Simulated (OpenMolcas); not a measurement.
# doublet [Br2]+ at 6 levels

Aim: a comparison of 6 runs (UB3LYP/6-31G*, U-r2SCAN/aug-cc-pVTZ, U-revPBE/aug-cc-pVTZ, UB3LYP/aug-cc-pVTZ, USVWN5/aug-cc-pVTZ, UTPSS/aug-cc-pVTZ) of doublet [Br2]+. 

The calculation is run with OpenMolcas 26.06.

1 further run of the same task is left out (set aside as unsound or not needed).

### 1 Starting point

[Br2]+: 2 atoms, total charge +1, spin state doublet. As SMILES of the parent species, `BrBr`. The shape is that of a PBE0-D4/def2-TZVP optimisation. That shape belongs to the parent species and isn't relaxed for this state.

Bond lengths: Br1–Br2 2.281 Å.

### 2 The energy at UB3LYP/6-31G(d) (spherical functions) (run 1)

Input file coord.xyz:

```xyz
2

Br     0.972980    -0.325390     0.498520
Br    -0.972980     0.325390    -0.498520
```

Input file mol.inp:

```
&GATEWAY
BasLib = $CurrDir
Coord = coord.xyz
Basis = 6-31Gs
Group = NoSym
&SEWARD
GridInput
Grid=UltraFine
End of Grid
&SCF
UHF
Charge = 1
Spin = 2
KSDFT = B3LYP
Thresholds = 1e-10 1e-07 1e-07 1e-05
PrOrbitals = 1 1
```

The basis set 6-31G* is read from a file made from the Basis Set Exchange's data (not shown).

Command:

```console
$ export MOLCAS_MEM=1860
$ pymolcas mol.inp > mol.log
```

Output:

```text
--- Start Module: gateway ---
[...]
--- Stop Module: gateway /rc=_RC_ALL_IS_WELL_ ---
--- Start Module: seward ---
[...]
      Basis functions           64
--- Stop Module: seward /rc=_RC_ALL_IS_WELL_ ---
[...]
--- Start Module: scf ---
[...]
       Convergence after  23 Iterations
[...]
::    Total KS-DFT energy                           -5147.3479091333
[...]
      Total spin, S                                     0.5009341489
[...]
      Total electronic charge=   69.000000
      Total            charge=    1.000000
[...]
      Dipole Moment (debye):
      Origin of the operator (angstrom)=    0.0000   -0.0000    0.0000
                   X=  1.9578E-08               Y= -6.5460E-09               Z=  1.0031E-08           Total=  2.2951E-08
      Center of Charge (angstrom)
[...]
--- Stop Module: scf /rc=_RC_ALL_IS_WELL_ ---
[...]
```

Wall time 12 s (1 thread of Arm Neoverse V1, shared host); peak memory 0.4 GiB.

### 3 The energy at U-r2SCAN/aug-cc-pVTZ (run 2)

Input file mol.inp:

```
&GATEWAY
BasLib=$CurrDir
BasisSet
Br.aug-cc-pVTZ....
Br1 0.972980 -0.325390 0.498520 angstrom
Br2 -0.972980 0.325390 -0.498520 angstrom
End of Basis
&SEWARD
GridInput
Grid=UltraFine
End of Grid
&SCF
UHF
Charge=1
Spin=2
KSDFT=2
1.0 MGGA_X_R2SCAN
1.0 MGGA_C_R2SCAN
Thresholds=1e-10 1e-07 1e-07 1e-05
PrOrbitals=1 1
```

The basis set aug-cc-pVTZ is read from a file made from the Basis Set Exchange's data (not shown).

Command:

```console
$ export MOLCAS_MEM=1860
$ pymolcas mol.inp > mol.log
```

Output:

```text
--- Start Module: gateway ---
[...]
--- Stop Module: gateway /rc=_RC_ALL_IS_WELL_ ---
--- Start Module: seward ---
[...]
      Basis functions          118
--- Stop Module: seward /rc=_RC_ALL_IS_WELL_ ---
[...]
--- Start Module: scf ---
[...]
       Convergence after 188 Iterations
[...]
::    Total KS-DFT energy                           -5147.9773636649
[...]
      Total spin, S                                     0.5019053564
[...]
      Total electronic charge=   69.000000
      Total            charge=    1.000000
[...]
      Dipole Moment (debye):
      Origin of the operator (angstrom)=    0.0000   -0.0000   -0.0000
                   X= -6.9971E-09               Y=  6.0983E-09               Z=  1.6065E-09           Total=  9.4196E-09
      Center of Charge (angstrom)
[...]
--- Stop Module: scf /rc=_RC_ALL_IS_WELL_ ---
[...]
```

Wall time 9.1 min (1 thread of Arm Neoverse V1, shared host); peak memory 0.74 GiB.

### 4 The energy at U-revPBE/aug-cc-pVTZ (run 3)

Input file mol.input:

```
>>> EXPORT MOLCAS_PRINT=2

&GATEWAY
 BasLib = $CurrDir
 Coord
 2
 angstrom
 Br       0.972980      -0.325390       0.498520
 Br      -0.972980       0.325390      -0.498520
 Basis = aug-cc-pVTZ
 Group = NoSym

&SEWARD
 GridInput
 Grid=UltraFine
 End of Grid

&SCF
 UHF
 Charge = 1
 Spin = 2
 KSDFT = revPBE
 Thresholds = 1e-10 1e-07 1e-07 1e-05
 PrOrbitals = 1 1
```

The basis set aug-cc-pVTZ is read from a file made from the Basis Set Exchange's data (not shown).

Command:

```console
$ export MOLCAS_MEM=1860
$ pymolcas mol.input > mol.log
```

Output:

```text
--- Start Module: gateway ---
[...]
--- Stop Module: gateway /rc=_RC_ALL_IS_WELL_ ---
--- Start Module: seward ---
[...]
      Basis functions          118
--- Stop Module: seward /rc=_RC_ALL_IS_WELL_ ---
[...]
--- Start Module: scf ---
[...]
       Convergence after  31 Iterations
[...]
::    Total KS-DFT energy                           -5147.5802722343
[...]
      Total spin, S                                     0.5009851756
[...]
      Total electronic charge=   69.000000
      Total            charge=    1.000000
[...]
      Dipole Moment (debye):
      Origin of the operator (angstrom)=    0.0000   -0.0000    0.0000
                   X=  5.1515E-07               Y= -1.7228E-07               Z=  2.6395E-07           Total=  6.0393E-07
      Center of Charge (angstrom)
[...]
--- Stop Module: scf /rc=_RC_ALL_IS_WELL_ ---
[...]
```

It took 63 s on 1 thread of Arm Neoverse V1, shared host; peak memory 0.74 GiB.

Runs 4 to 5 aren't shown in full; the table further down has their settings and results.

### 5 A single-point energy at UTPSS/aug-cc-pVTZ (run 6)

Input file calc.inp:

```
* Br2 Kohn-Sham DFT
&GATEWAY
BasLib
$CurrDir
BasisSet
Br.aug-cc-pVTZ....
Br1 0.972980 -0.325390 0.498520 angstrom
Br2 -0.972980 0.325390 -0.498520 angstrom
End of Basis
&SEWARD
GridInput
Grid=UltraFine
End of Grid
&SCF
UHF
Charge
1
Spin
2
KSDFT
2
1.0 MGGA_X_TPSS
1.0 MGGA_C_TPSS
Thresholds
1e-10 1e-07 1e-07 1e-05
PrOrbitals
0
```

The basis set aug-cc-pVTZ is read from a file made from the Basis Set Exchange's data (not shown).

Command:

```console
$ export MOLCAS_MEM=1860
$ pymolcas calc.inp > calc.log
```

Output:

```text
--- Start Module: gateway ---
[...]
--- Stop Module: gateway /rc=_RC_ALL_IS_WELL_ ---
--- Start Module: seward ---
[...]
      Basis functions          118
--- Stop Module: seward /rc=_RC_ALL_IS_WELL_ ---
[...]
--- Start Module: scf ---
[...]
       Convergence after  32 Iterations
[...]
::    Total KS-DFT energy                           -5147.8335016420
[...]
      Total spin, S                                     0.5010718396
[...]
      Total electronic charge=   69.000000
      Total            charge=    1.000000
[...]
      Dipole Moment (debye):
      Origin of the operator (angstrom)=    0.0000   -0.0000   -0.0000
                   X=  6.1824E-08               Y= -2.0676E-08               Z=  3.1678E-08           Total=  7.2479E-08
      Center of Charge (angstrom)
[...]
--- Stop Module: scf /rc=_RC_ALL_IS_WELL_ ---
[...]
```

It took 98 s on 1 thread of Arm Neoverse V1, shared host; peak memory 0.74 GiB.

### 6 Overview of the runs

```csv
run,level,energy (Eh),HOMO energy (eV),LUMO energy (eV),⟨S²⟩,wall time
1,UB3LYP/6-31G* (spherical functions),-5147.347909,-14.93,-13.36,0.752,12 s
2,U-r2SCAN/aug-cc-pVTZ,-5147.977364,-14.12,-13.81,0.754,9.1 min
3,U-revPBE/aug-cc-pVTZ,-5147.580272,-13.78,-13.72,0.752,63 s
4,UB3LYP/aug-cc-pVTZ,-5148.066446,-14.89,-13.24,0.753,53 s
5,USVWN5/aug-cc-pVTZ,-5140.922023,-14.10,-13.96,0.751,62 s
6,UTPSS/aug-cc-pVTZ,-5147.833502,-13.97,-13.82,0.752,98 s
```

### 7 Outcome

| quantity | value |
| --- | --- |
| run 6: total energy | -5147.83350 Eh |
| run 6: HOMO energy (highest over α and β) | -13.97 eV |
| run 6: LUMO energy (lowest over α and β) | -13.82 eV |
| run 6: ⟨S²⟩ | 0.752 |

What this shows: Totals of different functionals can't be ranked against each other. All runs together took 14 min, the longest 9.1 min.
